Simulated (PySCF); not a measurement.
# How the numerical set-up moves the result for NaCa

Aim: see how much the energy and properties of NaCa depend on the numerical set-up.

The runs use PySCF 2.14.0; each script names its method and basis.

3 further runs of the same task are left out: 3 that didn't finish.

### Step 1. Starting geometry

NaCa: 2 atoms, charge 0, spin multiplicity 2.

Bond lengths: Na1–Ca2 2.849 Å.

### Step 2. The run that the others are compared with

input.py reads:

```python
from pyscf import gto, scf, mp

mol = gto.M(
    atom='Na 0 0 0; Ca 0 0 2.849',
    basis='cc-pvdz',
    charge=0,
    spin=1,
    symmetry=True,
    verbose=4,
)
mf = scf.UHF(mol)
mf.kernel()
mp.MP2(mf, frozen=6).kernel()
mf.dip_moment()
print('orbital energies (hartree):', [e[max(0, n-3):n+3].round(4) for e, n in zip(mf.mo_energy, mol.nelec)])
```

Command:

```console
OMP_NUM_THREADS=1 python input.py
```

Its log is not repeated here.

Base result: E(SCF) = -838.579990 Eh, 13 cycles, E(MP2) − E(SCF) = -0.11229 Eh, ⟨S²⟩ = 0.841, μ = 1.13 D (of the SCF density).

The bond length is a typed value, not an optimised one.

### Step 3. Ano-rcc-vdzp (X2C on)

Edit 1 changes basis set: cc-pvdz → ano-rcc-vdzp; spin-free X2C: off → on.

input.py reads:

```python
from pyscf import gto, scf, mp

mol = gto.M(
    atom='Na 0 0 0; Ca 0 0 2.849',
    basis='ano-rcc-vdzp',
    charge=0,
    spin=1,
    symmetry=True,
    verbose=4,
)
mf = scf.UHF(mol)
mf = mf.sfx2c1e()
mf.kernel()
mp.MP2(mf, frozen=6).kernel()
mf.dip_moment()
print('orbital energies (hartree):', [e[max(0, n-3):n+3].round(4) for e, n in zip(mf.mo_energy, mol.nelec)])
```

Command:

```console
OMP_NUM_THREADS=1 python input.py
```

### Step 4. Lanl2dz (core potential on)

Edit 2 changes basis set: cc-pvdz → lanl2dz; core potential: off → on; frozen orbitals: 6 → none. The core potential changes with it: totals don't compare.

Edit input.py of step 2 so:

```diff
@@ -4,3 +4,4 @@
     atom='Na 0 0 0; Ca 0 0 2.849',
-    basis='cc-pvdz',
+    basis='lanl2dz',
+    ecp={'Na': 'lanl2dz', 'Ca': 'lanl2dz'},
     charge=0,
@@ -12,3 +13,3 @@
 mf.kernel()
-mp.MP2(mf, frozen=6).kernel()
+mp.MP2(mf).kernel()
 mf.dip_moment()
```

### Step 5. Sbkjc (core potential on)

Edit 3 changes basis set: cc-pvdz → sbkjc; core potential: off → on; frozen orbitals: 6 → none. The core potential changes with it: totals don't compare.

Edit input.py of step 2 so:

```diff
@@ -4,3 +4,4 @@
     atom='Na 0 0 0; Ca 0 0 2.849',
-    basis='cc-pvdz',
+    basis='sbkjc',
+    ecp={'Na': 'sbkjc', 'Ca': 'sbkjc'},
     charge=0,
@@ -12,3 +13,3 @@
 mf.kernel()
-mp.MP2(mf, frozen=6).kernel()
+mp.MP2(mf).kernel()
 mf.dip_moment()
```

### Step 6. 6-31g*

Edit 4 changes basis set: cc-pvdz → 6-31g*.

Edit input.py of step 2 so:

```diff
@@ -4,3 +4,3 @@
     atom='Na 0 0 0; Ca 0 0 2.849',
-    basis='cc-pvdz',
+    basis='6-31g*',
     charge=0,
```

### Step 7. Density fitting weigend

Edit 5 changes density fitting: none → weigend.

Edit input.py of step 2 so:

```diff
@@ -11,2 +11,3 @@
 mf = scf.UHF(mol)
+mf = mf.density_fit(auxbasis='weigend')
 mf.kernel()
```

Q: Predict the outcome of this session. Wanted: for each run, E(SCF); from base; gap, α spin; SCF dipole; after the SCF.

As calculated:

```
                        run  E(SCF) (hartree)  from base (eV)  cycles  gap, α spin (eV)  SCF dipole (D)  functions                           after the SCF
                       base       -838.579990               0      13              4.59            1.13         45  MP2 correlation -3.055 eV, core frozen
      ano-rcc-vdzp (X2C on)       -841.670195  not comparable      12              4.75            0.73         40  MP2 correlation -8.378 eV, core frozen
lanl2dz (core potential on)        -36.367066  not comparable      12              4.46            0.71         20               MP2 correlation -0.441 eV
  sbkjc (core potential on)         -0.760016  not comparable      12              4.41            0.51         16               MP2 correlation -0.366 eV
                     6-31g*       -838.524321         +1.5148      12              4.55            0.89         40  MP2 correlation -1.002 eV, core frozen
    density fitting weigend       -833.597158       +135.5898      14              4.60            1.08         45  MP2 correlation -3.267 eV, core frozen
```

Of the runs whose energies can be compared, “density fitting weigend” moves the SCF energy most (+135.590 eV). 6-31g* (40 functions) gives an energy 1.51 eV higher than cc-pvdz (45).
